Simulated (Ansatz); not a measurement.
# HF/3-21G run of CH2Se (methaneselone)

Aim: the electronic atomisation energy of CH2Se (methaneselone) at HF/3-21G, from 4 runs. 

The calculation is run with Ansatz 0.2.0.

47 further runs of the same task are left out: 47 set aside as unsound or not needed.

### Step 1. The molecule

CH2Se has 4 atoms, charge 0, and is taken as a singlet. As SMILES, `C=[Se]`. Geometry: relaxed at PBE0-D4/def2-TZVP.

Bond lengths: C1–Se2 1.741 Å, C1–H3 1.087 Å, C1–H4 1.087 Å. Angles: Se2–C1–H3 121.8°, Se2–C1–H4 121.8°, H3–C1–H4 116.4°.

### Step 2. A single-point energy at HF/3-21G

Contents of in.yaml:

```yaml
crystal:
  periodic: [false, false, false]
  atoms:
    - {symbol: C, position_ang: [-0.129440, -0.027430, -0.068180]}
    - {symbol: Se, position_ang: [1.384110, 0.293380, 0.729180]}
    - {symbol: H, position_ang: [-0.586530, -1.013730, -0.053570]}
    - {symbol: H, position_ang: [-0.668140, 0.747780, -0.607410]}
basis:
  gaussian:
    orbitals: 3-21G-spherical.json
total_charge: 0
hamiltonian:
  xc: hf
accuracy: high
output: {orbitals: {seedname: orbitals}}
```

The basis set 3-21G is read from a file made from the Basis Set Exchange's data (not shown).

The run is started by

```console
$ ansatz run in.yaml --threads 1 --pin off --max-ram 3480MiB --events-out events.jsonl --progress --plain --runs-dir runs
```

What it wrote:

```text
Warning: RAYON_NUM_THREADS=1 ignored (pool sized by the plan → 1); use --threads N
Functional definition: HF
  name "HF"
  exchange = exact_x
  correlation = 0
584 factors; integrals over basis functions are off by at most 4.5e-9 eV
mean field evaluation 1: about -66048.1607 eV, gradient 1.2e1 eV
mean field evaluation 2: about -66048.2807 eV, gradient 1.2e1 eV
mean field evaluation 4: about -66048.8198 eV, gradient 1.8e0 eV
mean field evaluation 8: about -66048.8310 eV, gradient 1.9e-4 eV
mean field -66048.83098669 eV, -2427.2497692553 hartree, gradient 8.4e-8 eV, S^2 0.000000; 0 other end points of the search recorded, 0 dependent functions left out
reference -66048.83098669 eV, -2427.2497692553 hartree; 21, 21 occupied and 14, 14 virtual orbitals, 584 factors
Total energy: -66048.83098669 eV, -2427.2497692553 hartree
```

It took 0.2 s on 1 thread of Arm Neoverse V2, shared host.

### Step 3. The C atom at the same level

Contents of molecule.yaml:

```yaml
crystal:
  periodic: [false, false, false]
  atoms:
    - {symbol: C, position_ang: [0.000000, 0.000000, 0.000000]}
basis:
  gaussian: {orbitals: 3-21G.json}
hamiltonian: {xc: hf}
magnetization: {spin_polarized: true, initial_magnetization: 2}
accuracy: high
```

The basis set 3-21G is read from a file made from the Basis Set Exchange's data (not shown).

Run the same way, it converges to -37.48107 Eh (log not shown).

### Step 4. The H atom at the same level

Contents of run.yaml:

```yaml
crystal:
  periodic: [false, false, false]
  atoms:
    - {symbol: H, position_ang: [0.000000, 0.000000, 0.000000]}
basis:
  gaussian:
    orbitals: 3-21G.json
magnetization:
  spin_polarized: true
  initial_magnetization: 1
hamiltonian:
  xc: hf
accuracy: high
```

The basis set 3-21G is read from a file made from the Basis Set Exchange's data (not shown).

The run is started by

```console
$ ansatz run run.yaml --threads 1 --pin off --max-ram 3480MiB --events-out events.jsonl --progress --plain --runs-dir runs
```

What it wrote:

```text
Warning: RAYON_NUM_THREADS=1 ignored (pool sized by the plan → 1); use --threads N
Functional definition: HF
  name "HF"
  exchange = exact_x
  correlation = 0
3 factors; integrals over basis functions are off by at most 1.3e-8 eV
mean field evaluation 1: about -13.4868 eV, gradient 1.3e0 eV
mean field evaluation 2: about -13.4868 eV, gradient 1.3e0 eV
mean field evaluation 4: about -13.5023 eV, gradient 2.1e-5 eV
mean field evaluation 8: about -13.5023 eV, gradient 1.0e-12 eV
mean field -13.50225274 eV, -0.4961986360 hartree, gradient 4.5e-8 eV, S^2 0.750000; 0 other end points of the search recorded, 0 dependent functions left out
reference -13.50225274 eV, -0.4961986360 hartree; 1, 0 occupied and 1, 2 virtual orbitals, 3 factors
Total energy: -13.50225274 eV, -0.4961986360 hartree
```

Run time: 0.02 s. Hardware: 1 thread of Arm Neoverse V2, shared host.

### Step 5. The Se atom, same level

Contents of input.yaml:

```yaml
crystal:
  periodic: [false, false, false]
  atoms:
    - {symbol: Se, position_ang: [0.000000, 0.000000, 0.000000]}
basis:
  gaussian: {orbitals: 3-21G-spherical.json}
magnetization: {spin_polarized: true, initial_magnetization: 2}
hamiltonian: {xc: hf}
accuracy: high
```

The basis set 3-21G is read from a file made from the Basis Set Exchange's data (not shown).

Run the same way, it converges to -2388.47205 Eh (log not shown).

### Step 6. Summary of results

At HF/3-21G:

```
                     quantity           value
       molecule: total energy  -2427.24977 Eh
        molecule: HOMO energy        -8.76 eV
        molecule: LUMO energy         1.19 eV
      molecule: HOMO–LUMO gap         9.95 eV
         C atom: total energy    -37.48107 Eh
                 C atom: ⟨S²⟩           2.001
         H atom: total energy     -0.49620 Eh
                 H atom: ⟨S²⟩           0.750
        Se atom: total energy  -2388.47205 Eh
                Se atom: ⟨S²⟩           2.000
electronic atomisation energy        8.279 eV
```

What this shows: Taking the molecule apart into free atoms costs 8.28 eV (799 kJ/mol), before zero-point energy and without spin-orbit coupling. Hartree–Fock lacks the correlation of the bonding pairs, which as a rule makes this value much too low; in minimal bases other errors can mask that. The basis has no polarisation functions, which makes bonds too weak.
